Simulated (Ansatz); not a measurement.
# One shape, several levels: Si2H4F2 (SMILES F[SiH2][SiH2]F)

Wanted: a comparison of 5 runs (HF/pcseg-1, B3LYP/6-31G*, BLYP/pcseg-2, MP2/cc-pVDZ) of Si2H4F2. 

The results are computed with Ansatz 0.2.0.

4 further runs of the same task are left out: 4 set aside as unsound or not needed.

## Step 1: The molecule

Si2H4F2: 8 atoms, total charge 0, spin state singlet. SMILES: `F[SiH2][SiH2]F`. The coordinates come from a PBE0-D4/def2-TZVP relaxation. This is one conformer, not always the lowest.

Bond lengths: F1–Si2 1.605 Å, Si2–Si3 2.350 Å, Si3–F4 1.605 Å, Si2–H5 1.485 Å, Si2–H6 1.487 Å, Si3–H7 1.487 Å, Si3–H8 1.485 Å. Some angles: F1–Si2–Si3 110.4°, Si2–Si3–F4 110.4°, F1–Si2–H5 108.0°, F1–Si2–H6 108.1°, Si3–Si2–H5 111.7°, Si3–Si2–H6 109.2°, Si2–Si3–H7 109.2°, Si2–Si3–H8 111.7°, F4–Si3–H7 108.1°, F4–Si3–H8 108.0°.

## Step 2: Energy and forces at HF/pcseg-1 (run 1)

The input, in.yaml:

```yaml
crystal:
  periodic: [false, false, false]
  atoms:
    - {symbol: F, position_ang: [-1.934800, 1.205800, -0.274500]}
    - {symbol: Si, position_ang: [-0.357800, 1.128100, 0.012400]}
    - {symbol: Si, position_ang: [0.358600, -1.109600, 0.044100]}
    - {symbol: F, position_ang: [0.281000, -1.742000, -1.428800]}
    - {symbol: H, position_ang: [0.340100, 1.914200, -1.037000]}
    - {symbol: H, position_ang: [-0.099800, 1.743700, 1.341600]}
    - {symbol: H, position_ang: [1.774800, -1.164000, 0.495400]}
    - {symbol: H, position_ang: [-0.477100, -1.941900, 0.946800]}
basis:
  gaussian:
    orbitals: pcseg-1.json
hamiltonian:
  xc: hf
accuracy: high
output:
  forces: true
  orbitals: {seedname: orbitals}
```

The basis set pcseg-1 is read from a file made from the Basis Set Exchange's data (not shown).

Started as:

```
$ ansatz run in.yaml --threads 1 --pin off --max-ram 2610MiB --events-out events.jsonl --progress --plain --runs-dir runs
```

What it wrote:

```text
Warning: RAYON_NUM_THREADS=1 ignored (pool sized by the plan → 1); use --threads N
Functional definition: HF
  name "HF"
  exchange = exact_x
  correlation = 0
1838 factors; integrals over basis functions are off by at most 1.1e-8 eV
mean field evaluation 1: about -21196.7533 eV, gradient 3.5e1 eV
mean field evaluation 2: about -21196.8639 eV, gradient 3.5e1 eV
mean field evaluation 4: about -21199.6004 eV, gradient 2.5e0 eV
mean field evaluation 8: about -21199.6411 eV, gradient 6.8e-2 eV
mean field evaluation 16: about -21199.6412 eV, gradient 1.6e-8 eV
mean field -21199.64118377 eV, -779.0724438708 hartree, gradient 1.6e-8 eV, S^2 0.000000; 0 other end points of the search recorded, 0 dependent functions left out
the calculation of the forces begins
reference -21199.64118377 eV, -779.0724438708 hartree; 25, 25 occupied and 59, 59 virtual orbitals, 1838 factors
Total energy: -21199.64118377 eV, -779.0724438708 hartree
Atom 0 at    -1.934800     1.205800    -0.274500 Å, force    -0.599596     0.023116    -0.088413 eV/Å
Atom 1 at    -0.357800     1.128100     0.012400 Å, force     0.809141     0.234168     0.111442 eV/Å
Atom 2 at     0.358600    -1.109600     0.044100 Å, force     0.088841     0.066792     0.840189 eV/Å
Atom 3 at     0.281000    -1.742000    -1.428800 Å, force    -0.012007    -0.227535    -0.560904 eV/Å
Atom 4 at     0.340100     1.914200    -1.037000 Å, force    -0.129250    -0.127770     0.173159 eV/Å
Atom 5 at    -0.099800     1.743700     1.341600 Å, force    -0.068251    -0.102070    -0.216216 eV/Å
Atom 6 at     1.774800    -1.164000     0.495400 Å, force    -0.227829     0.002860    -0.098659 eV/Å
Atom 7 at    -0.477100    -1.941900     0.946800 Å, force     0.138952     0.130439    -0.160599 eV/Å
Dipole moment:     0.343732     0.115275     0.365695 e Å
```

It took 6.6 s on 1 thread of Intel Xeon Platinum 8259CL at 2.50GHz (Skylake/Cascade Lake), shared host.

## Step 3: Energy and forces at B3LYP/6-31G(d) (spherical functions) (run 2)

The input, run.yaml:

```yaml
basis:
  gaussian:
    orbitals: 6-31G_st_-spherical.json
crystal:
  periodic: [false, false, false]
  atoms:
    - symbol: F
      position_ang: [-1.934800, 1.205800, -0.274500]
    - symbol: Si
      position_ang: [-0.357800, 1.128100, 0.012400]
    - symbol: Si
      position_ang: [0.358600, -1.109600, 0.044100]
    - symbol: F
      position_ang: [0.281000, -1.742000, -1.428800]
    - symbol: H
      position_ang: [0.340100, 1.914200, -1.037000]
    - symbol: H
      position_ang: [-0.099800, 1.743700, 1.341600]
    - symbol: H
      position_ang: [1.774800, -1.164000, 0.495400]
    - symbol: H
      position_ang: [-0.477100, -1.941900, 0.946800]
output:
  forces: true
  orbitals: {seedname: orbitals}
accuracy: high
hamiltonian:
  xc: {name: B3LYP}
```

The basis set 6-31G* is read from a file made from the Basis Set Exchange's data (not shown).

Started as:

```
$ ansatz run run.yaml --threads 1 --pin off --max-ram 2610MiB --events-out events.jsonl --progress --plain --runs-dir runs
```

What it wrote (excerpt; [...] marks lines left out):

```text
Warning: RAYON_NUM_THREADS=1 ignored (pool sized by the plan → 1); use --threads N
Functional definition: B3LYP
  name "B3LYP"
[...]
1574 factors; integrals over basis functions are off by at most 8.5e-9 eV
[...]
mean field -21256.65136096 eV, -781.1675292394 hartree, gradient 6.4e-8 eV, S^2 0.000000; 0 other end points of the search recorded, 0 dependent functions left out
[...]
reference -21256.65140362 eV, -781.1675308071 hartree; 25, 25 occupied and 47, 47 virtual orbitals, 1574 factors
Total energy: -21256.65140362 eV, -781.1675308071 hartree
Atom 0 at    -1.934800     1.205800    -0.274500 Å, force    -0.640121     0.031038    -0.107095 eV/Å
Atom 1 at    -0.357800     1.128100     0.012400 Å, force     0.470013    -0.086043     0.094521 eV/Å
Atom 2 at     0.358600    -1.109600     0.044100 Å, force     0.013832     0.248162     0.416780 eV/Å
Atom 3 at     0.281000    -1.742000    -1.428800 Å, force    -0.022939    -0.252714    -0.596933 eV/Å
Atom 4 at     0.340100     1.914200    -1.037000 Å, force     0.081028     0.025520    -0.016349 eV/Å
Atom 5 at    -0.099800     1.743700     1.341600 Å, force     0.065916     0.021072     0.053317 eV/Å
Atom 6 at     1.774800    -1.164000     0.495400 Å, force     0.049935     0.017803     0.069911 eV/Å
Atom 7 at    -0.477100    -1.941900     0.946800 Å, force    -0.017664    -0.004838     0.085848 eV/Å
Dipole moment:     0.250064     0.083867     0.266058 e Å
```

Wall time 11 s (1 thread of Intel Xeon Platinum 8259CL at 2.50GHz (Skylake/Cascade Lake), shared host).

Runs 3 to 4 aren't shown in full; the table further down has their settings and results.

## Step 4: Energy and forces at MP2/cc-pVDZ (run 5)

The input, input.yaml:

```yaml
crystal:
  periodic: [false, false, false]
  atoms:
    - {symbol: F, position_ang: [-1.934800, 1.205800, -0.274500]}
    - {symbol: Si, position_ang: [-0.357800, 1.128100, 0.012400]}
    - {symbol: Si, position_ang: [0.358600, -1.109600, 0.044100]}
    - {symbol: F, position_ang: [0.281000, -1.742000, -1.428800]}
    - {symbol: H, position_ang: [0.340100, 1.914200, -1.037000]}
    - {symbol: H, position_ang: [-0.099800, 1.743700, 1.341600]}
    - {symbol: H, position_ang: [1.774800, -1.164000, 0.495400]}
    - {symbol: H, position_ang: [-0.477100, -1.941900, 0.946800]}
basis:
  gaussian:
    orbitals: cc-pVDZ
correlation:
  method: mp2
  frozen_orbitals: {F: 1, H: 0, Si: 5}
accuracy: high
output: {forces: true, orbitals: {seedname: orbitals}}
```

Started as:

```
$ ansatz run input.yaml --threads 1 --pin off --max-ram 2610MiB --events-out events.jsonl --progress --plain --runs-dir runs
```

What it wrote (excerpt; [...] marks lines left out):

```text
Warning: RAYON_NUM_THREADS=1 ignored (pool sized by the plan → 1); use --threads N
[... 2 set-up lines as earlier in the session ...]
[...]
1908 factors; integrals over basis functions are off by at most 3.7e-9 eV
[...]
mean field -21202.31747645 eV, -779.1707958125 hartree, gradient 8.2e-9 eV, S^2 0.000000; 0 other end points of the search recorded, 0 dependent functions left out
12 core orbitals not correlated: weight in the atoms' cores, before any rotation towards them, 1.000 or more for the frozen orbitals, at most 0.000 for the correlated occupied ones
reference -21202.31747645 eV, -779.1707958125 hartree; 13, 13 occupied and 59, 59 virtual orbitals, 1908 factors
second order -15.41567044 eV of doubles, -0.00000000 eV of singles
[...]
Total energy: -21217.73314689 eV, -779.7373112522 hartree
Atom 0 at    -1.934800     1.205800    -0.274500 Å, force    -1.942173     0.085170    -0.347865 eV/Å
Atom 1 at    -0.357800     1.128100     0.012400 Å, force     1.819333     0.043272     0.350220 eV/Å
Atom 2 at     0.358600    -1.109600     0.044100 Å, force     0.148436     0.616268     1.739187 eV/Å
Atom 3 at     0.281000    -1.742000    -1.428800 Å, force    -0.093681    -0.766998    -1.816093 eV/Å
Atom 4 at     0.340100     1.914200    -1.037000 Å, force     0.038696     0.003049    -0.006158 eV/Å
Atom 5 at    -0.099800     1.743700     1.341600 Å, force     0.023310     0.011976     0.015739 eV/Å
Atom 6 at     1.774800    -1.164000     0.495400 Å, force     0.016220     0.001314     0.026305 eV/Å
Atom 7 at    -0.477100    -1.941900     0.946800 Å, force    -0.010140     0.005950     0.038666 eV/Å
Dipole moment:     0.248354     0.083296     0.264236 e Å
```

It took 10 s on 1 thread of Intel Xeon Platinum 8259CL at 2.50GHz (Skylake/Cascade Lake), shared host.

## Step 5: The series

| run | level | Cartesian functions | frozen core orbitals | energy (Eh) | dipole moment (D) | HOMO energy (eV) | LUMO energy (eV) | wall time |
| --- | --- | --- | --- | --- | --- | --- | --- | --- |
| 1 | HF/pcseg-1 | no | – | -779.072444 | 2.47 | -11.57 | 2.29 | 6.6 s |
| 2 | B3LYP/6-31G* (spherical functions) | no | – | -781.167531 | 1.80 | -8.02 | -0.73 | 11 s |
| 3 | B3LYP/6-31G* (Cartesian functions) | yes | – | -781.173328 | 1.81 | -8.02 | -0.77 | 12 s |
| 4 | BLYP/pcseg-2 | no | – | -781.287722 | 1.81 | -7.15 | -1.74 | 30 s |
| 5 | MP2/cc-pVDZ | no | 12 | -779.737311 | 1.79 | -11.42 | 2.70 | 10 s |

## Step 6: Results

```
                                           quantity          value
                                run 5: total energy  -779.73731 Eh
          run 5: dipole moment (correlated density)         1.79 D
         run 5: HOMO energy (Hartree–Fock orbitals)      -11.42 eV
         run 5: LUMO energy (Hartree–Fock orbitals)        2.70 eV
       run 5: HOMO–LUMO gap (Hartree–Fock orbitals)       14.12 eV
run 5: correlation energy (12 core orbitals frozen)     -566.5 mEh
                    run 5: largest force on an atom     1.975 eV/Å
```

The dipole moment (its size) runs from 1.79 D (MP2/cc-pVDZ) to 2.47 D (HF/pcseg-1). The two ends differ in method and basis. Over runs 1, 2, 3, 4 the HOMO–LUMO gap runs from 5.41 eV (BLYP/pcseg-2) to 13.86 eV (HF/pcseg-1). Totals of different functionals can't be ranked against each other. All runs together took 69 s, the longest 30 s.
